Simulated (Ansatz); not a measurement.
# CH3AlO2: the cost of one run

All numbers below are computed with Ansatz 0.2.0 (UHF/def2-SVP).

## Step 1: The structure to begin with

Bond lengths: Al1–H2 1.672 Å, Al1–H3 1.537 Å, Al1–H4 1.542 Å, Al1–O5 2.090 Å, O5–C6 1.203 Å, C6–O7 1.156 Å. Angles: H2–Al1–H3 117.7°, H2–Al1–H4 113.3°, H2–Al1–O5 68.9°, H3–Al1–H4 126.7°, H3–Al1–O5 104.5°, H4–Al1–O5 107.3°, Al1–O5–C6 90.2°, O5–C6–O7 148.4°.

Structure file:

```xyz
7

Al   -0.6839   -0.8094   -0.2843
H     0.1436   -0.2146    1.0412
H    -0.0910   -2.0290   -1.0074
H    -2.1372   -0.3024   -0.3737
O     0.5620    0.7779   -0.8273
C     0.8389    0.9620    0.3287
O     1.3676    1.6156    1.1228
```

## Step 2: Run 1

150 steps of 0.5 fs at constant energy, with velocities drawn for 300 K.

The input, input.yaml:

```yaml
crystal:
  periodic: [false, false, false]
  atoms:
    - { symbol: Al, position_ang: [-0.6839, -0.8094, -0.2843] }
    - { symbol: H, position_ang: [0.1436, -0.2146, 1.0412] }
    - { symbol: H, position_ang: [-0.091, -2.029, -1.0074] }
    - { symbol: H, position_ang: [-2.1372, -0.3024, -0.3737] }
    - { symbol: O, position_ang: [0.562, 0.7779, -0.8273] }
    - { symbol: C, position_ang: [0.8389, 0.962, 0.3287] }
    - { symbol: O, position_ang: [1.3676, 1.6156, 1.1228] }
magnetization:
  spin_polarized: true
basis:
  gaussian: { orbitals: def2-SVP }
hamiltonian:
  xc: hf
md:
  timestep: 0.5
  n_steps: 150
  ensemble: nve
  temperature: 300.0
  initial_velocities: maxwell_boltzmann
  seed: 610108
```

Launch:

```console
ansatz run input.yaml --threads 1 --pin off --max-ram 2048MiB --backend cpu --events-out ev --progress --plain --runs-dir out
```

**Question.** How long does this run take on 1 thread of Arm Neoverse V2, shared host, and how much memory does it need?

About 2.4 min, with a peak of 0.14 GiB.
